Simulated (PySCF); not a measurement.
# C3H9BrSi: the cost of one run

Programs: PySCF 2.14.0, with density-fitted response routines of our own. Each step states its level of theory. These are calculated values for one molecule in the gas phase, unless marked as measured. Atoms count from 0, in the outputs and in this text.

## 1. Starting geometry

14 atoms, charge 0, multiplicity 1; geometry from: GFN2-xTB. The atoms were then displaced at random by about 0.01 Å, so the start is not that level's minimum.

Bonds of the start (Å): Si0–C1 1.88, C1–C2 1.51, C2–C3 1.57, C3–Br4 1.93, Si0–H5 1.44, Si0–H6 1.47, Si0–H7 1.49, C1–H8 1.08, C1–H9 1.09, C2–H10 1.10, C2–H11 1.09, C3–H12 1.09, C3–H13 1.07.

## 2. Relaxing the molecule at PBE0-D3(BJ)/def2-SVP

What the job is given:

```
{"job": {"xc": "PBE0", "basis": "def2-SVP", "d3": "d3bj", "grid": 1, "shake": 0.01, "kind": "geom"}, "charge": 0, "multiplicity": 1}
Si    -2.146940    -0.214960    -0.494620
C     -0.281130    -0.110550    -0.711820
C      0.438660     0.100200     0.601950
C      1.990050     0.166100     0.373970
Br     2.927270     0.422760     2.041690
H     -2.498480    -1.304480     0.381640
H     -2.755010    -0.390200    -1.818210
H     -2.617120     1.073290     0.082380
H      0.081910    -1.021350    -1.155540
H     -0.019120     0.703460    -1.382940
H      0.222130    -0.719360     1.306290
H      0.131630     1.032530     1.086610
H      2.200530     1.009590    -0.276840
H      2.318470    -0.762100    -0.042330
```

On the command line:

```sh
> OMP_NUM_THREADS=1 python probes_run.py task.json out
```

The driver reads the jobs from task.json and runs them one after another.

**Question.** How long does this first job take on 1 thread of Arm Neoverse N1, shared host, and how much memory does it need?

About 71 s, with a peak of 0.55 GiB.
